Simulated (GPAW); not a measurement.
The system is NaFeO3.

```
CELL_PARAMETERS angstrom
7.66096 0.00000 0.00000
0.00000 3.83048 0.00000
0.00000 0.00000 3.83048
ATOMIC_POSITIONS crystal
Fe 0.25000 0.50000 0.50000
Fe 0.75000 0.50000 0.50000
Na 0.00000 0.00000 0.00000
Na 0.50000 0.00000 0.00000
O 0.00000 0.50000 0.50000
O 0.50000 0.50000 0.50000
O 0.25000 0.00000 0.50000
O 0.75000 0.00000 0.50000
O 0.25000 0.50000 0.00000
O 0.75000 0.50000 0.00000
```

The cell comes from a database or a generator and needn't be the stable form of this composition.

Alike in all runs: program GPAW 26.7.0; functional PBEsol; potentials or basis PAW data sets generated in the run's folder for this functional; cutoff 800 eV; basis pw; k mesh 3 × 6 × 6; occupations fermi-dirac, width 0.05 eV.

Starts and where they ended:

| start | free energy over the lowest (meV/atom) | net moment (μB) | site or absolute moments (μB) | gap |
| --- | --- | --- | --- | --- |
| no spin polarisation | 190.7 | - | - | none (metal or under the smearing width) |
| collinear spin, antiferromagnetic start of up to 4.5 μB | 20.3 | 0.00 | Fe +2.57, -2.57; Na -0.00; O -0.00, +0.00, +0.24, -0.24 | none (metal or under the smearing width) |
| collinear spin, ferromagnetic start of up to 3 μB | 0.0 | 7.85 | Fe +2.59; Na +0.00; O +0.27 | none (metal or under the smearing width) |
| collinear spin, ferromagnetic start of up to 4.5 μB | 0.0 | 7.85 | Fe +2.59; Na +0.00; O +0.27 | none (metal or under the smearing width) |
| collinear spin, antiferromagnetic start of up to 3 μB | 20.3 | 0.00 | Fe +2.57, -2.57; Na -0.00; O +0.00, +0.24, -0.24 | none (metal or under the smearing width) |

The spin-polarised runs without a constraint all converged, yet they end up to 20 meV/atom apart: a converged run can sit in a state that isn't the lowest. Allowing spin polarisation gains 191 meV/atom. A still lower state may exist.

Caveats: the cell is far from rest, so the order of the states can change on relaxing; semilocal functionals often make such compounds metallic where correlation or magnetic order opens a gap, which also shifts bond lengths.
